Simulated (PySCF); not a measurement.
# C6H12N2: the cost of one run

Programs: PySCF 2.14.0, with routines of our own; each step states its level. All values are computed. Atoms count from 0.

### 1 The starting structure

20 atoms, charge 0, multiplicity 1; geometry from: GFN2-xTB.

### 2 Magnetic properties: GIAO PBE0/pcSseg-1

The job: settings as JSON, then the geometry in Å.

```
{"job": {"kind": "mag", "xc": "PBE0", "basis": "pcSseg-1", "isotopologues": 2}, "charge": 0, "multiplicity": 1}
C      3.146056     0.054439    -0.468799
C      1.719931    -0.478660    -0.495592
C      0.703879     0.646450    -0.297888
N     -0.644573     0.166593    -0.429625
C     -1.251286    -0.614553     0.654592
C     -2.755074    -0.373749     0.460419
C     -2.720003     0.726718    -0.574339
N     -1.549630     0.991368    -0.991418
H      3.295638     0.783397    -1.261871
H      3.355043     0.537714     0.483149
H      3.857575    -0.756056    -0.605913
H      1.522867    -0.965342    -1.451913
H      1.594412    -1.223438     0.292737
H      0.862738     1.114623     0.688204
H      0.839514     1.409582    -1.066730
H     -0.971723    -1.665076     0.553892
H     -0.895226    -0.248277     1.627579
H     -3.268375    -0.064701     1.371706
H     -3.262668    -1.256206     0.065424
H     -3.584242     1.225853    -0.966346
```

Level: GIAO PBE0/pcSseg-1 magnetisability, rotational g tensor and spin-rotation constants, non-relativistic, gas phase.

Command:

```console
$ OMP_NUM_THREADS=1 python excited_run.py task.json out
```

One launch serves the whole session: the jobs run in the order shown.

Q: Estimate the wall time and peak memory of this first job on 1 thread of Arm Neoverse V1, shared host.

About 36 s, with a peak of 0.86 GiB.
